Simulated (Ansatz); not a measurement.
# NH₃Br (doublet): the correlation ladder at distance N1–H4 along a hydrogen transfer = 1.189 Å, cc-pVDZ

How much of the correlation energy of NH₃Br (doublet) does each wave-function method recover here?

The runs use Ansatz 0.2.0, Gaussian basis; cc-pVDZ, correlated electrons: outside noble gas.

The runs, in order: UHF; CCSD(T) on ROHF; CCSD(T) on UHF; BCCD(T) on ROHF; CISD; CCSDT(Q) on ROHF; CCSDT(Q) on UHF; CASSCF and MRCISD+Q, 3 electrons in 3 orbitals; CASSCF and NEVPT2, 3 electrons in 3 orbitals; CASSCF and NEVPT2, 15 electrons in 11 orbitals.

## 1. The system

The geometry derives from fragments relaxed apart (PBE0/def2-TZVP) and kept rigid, so it is no stationary point. A hydrogen atom is moved between rigid fragments. No spin-orbit coupling is included. The filled d shell of Br counts as core when cores are frozen.

5 atoms, charge 0, spin multiplicity 2.

Atoms are counted from 1 here; the program's logs count them from 0.

Bond lengths: N1–H2 1.012 Å, N1–H3 1.012 Å, N1–H4 1.189 Å, H4–Br5 1.662 Å. Angles: H2–N1–H3 107.1°, H2–N1–H4 107.1°, H3–N1–H4 107.1°, N1–H4–Br5 180.0°.

In the tables R marks a restricted open-shell determinant and U an unrestricted one; 'pair' is the active space of 3 electrons in 3 orbitals; 'valence' is the active space of 15 electrons in 11 orbitals; correlation energies count from the lowest restricted Hartree-Fock solution.

## 2. UHF

in.yaml reads:

```yaml
crystal:
  periodic: [false, false, false]
  atoms:
    - {symbol: N, position_ang: [-2.356286, -0.005881, -0.009153]}
    - {symbol: H, position_ang: [-2.653566, 0.961952, -0.009152]}
    - {symbol: H, position_ang: [-2.653565, -0.408181, 0.871107]}
    - {symbol: H, position_ang: [-1.167286, -0.005881, -0.009153]}
    - {symbol: Br, position_ang: [0.494714, -0.005880, -0.009153]}
basis:
  gaussian: {orbitals: cc-pVDZ}
magnetization: {spin_polarized: true, initial_magnetization: 1}
hamiltonian: {xc: hf}
output: {orbitals: {seedname: orbitals}}
```

On the command line:

```bash
ansatz run in.yaml --threads 1 --pin off --events-out ev --progress --plain --max-ram 2393MiB
```

The runs that follow: CCSD(T) on ROHF; CCSD(T) on UHF; BCCD(T) on ROHF; CISD; CCSDT(Q) on ROHF; CCSDT(Q) on UHF; CASSCF and MRCISD+Q, 3 electrons in 3 orbitals; CASSCF and NEVPT2, 3 electrons in 3 orbitals; CASSCF and NEVPT2, 15 electrons in 11 orbitals.

Before running them: what should the planned runs give, taken together? Wanted: correlation energy, UCCSDT(Q); RMP2 from UCCSDT(Q); UMP2 from UCCSDT(Q); RCCSD from UCCSDT(Q); RCCSD(T) from UCCSDT(Q); UCCSD(T) from UCCSDT(Q); RCCSDT(Q) from UCCSDT(Q); NEVPT2 pair from UCCSDT(Q); MRCISD+Q pair from UCCSDT(Q).

The runs gave:

| quantity | value |
| --- | --- |
| correlation energy, UCCSDT(Q) | -9.3423 eV |
| RMP2 from UCCSDT(Q) | +1256.7 meV |
| UMP2 from UCCSDT(Q) | +1076.5 meV |
| RCCSD from UCCSDT(Q) | +265.7 meV |
| RCCSD(T) from UCCSDT(Q) | +54.4 meV |
| UCCSD(T) from UCCSDT(Q) | +38.5 meV |
| RCCSDT(Q) from UCCSDT(Q) | +1.5 meV |
| NEVPT2 pair from UCCSDT(Q) | +995.8 meV |
| MRCISD+Q pair from UCCSDT(Q) | +136.2 meV |
| NEVPT2 valence from UCCSDT(Q) | +1412.9 meV |
| levels within 1 kcal/mol (43 meV) | UCCSD(T), BCCD(T), RCCSDT, UCCSDT, RCCSDT(Q) |
| T1 diagnostic | 0.076 |
| effectively unpaired electrons | 1.02 |

RCCSD(T) misses by +54.4 meV, 0.6 % of the correlation energy. The occupations are near whole numbers, but T1 = 0.076 shows that the orbitals relax strongly. Of the multireference levels listed MRCISD+Q pair comes nearest (+136.2 meV). These misses are within one basis and frozen core, not against nature; frozen cores of the runs differ by up to some meV.
